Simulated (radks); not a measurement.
# Rh²⁺ in [Ar] 3d10 4s1.75 4p6 4d7 5p0.25: an all-electron calculation

One table from this session's results is given with a row withheld; the runs are named, their logs left out.

Method: scalar-relativistic Kohn-Sham, r2SCAN, spin-unpolarised, spherical densities, finite nucleus. Code: radks (a radial shooting solver on a logarithmic mesh, Libxc functionals) version 1.

**The system**

| Property | Result |
| --- | --- |
| element | rhodium (Z = 45) |
| charge | +2 |
| electrons | 43 |
| configuration | [Ar] 3d10 4s1.75 4p6 4d7 5p0.25 |
| nuclear rms radius | 4.4945 fm |

The first run:

Input:

```text
Z 45
configuration [Ar] 3d10 4s1.75 4p6 4d7 5p0.25
relativity scalar-relativistic
functional r2scan,r2scan
spin unpolarised
nucleus finite rms 4.4945 fm
c 137.035999084
```

Started as:

```console
> python run_ks.py task.json out
```

All runs below come from this command, one after another.

One table of the session follows, with a row left open; its other results are not shown here.

It belongs to the step «Orbitals and density». Sizes of the orbitals, from the radial functions (bohr):

| level | <r> | outermost maximum (interpolated) | 90 % within | nodes |
| --- | --- | --- | --- | --- |
| 1s | 0.03263 | 0.0212 | 0.0585 | 0 |
| 2s | 0.1418 | 0.120 | 0.219 | 1 |
| 2p | 0.1237 | 0.0958 | 0.201 | 0 |
| 3s | 0.3897 | 0.351 | 0.574 | 2 |
| 3p | ? | ? | ? | ? |
| 3d | 0.3703 | 0.292 | 0.587 | 0 |
| 4s | 0.9790 | 0.882 | 1.42 | 3 |
| 4p | 1.073 | 0.943 | 1.58 | 2 |
| 4d | 1.416 | 1.12 | 2.22 | 1 |
| 5p | 3.242 | 2.83 | 4.73 | 3 |

Estimate the missing values for 3p.

The run gave: <r>: 0.3898; outermost maximum (interpolated): 0.344; 90 % within: 0.587; nodes: 1. In the column «<r>» it lies between 3s (0.3897) and 4s (0.9790).
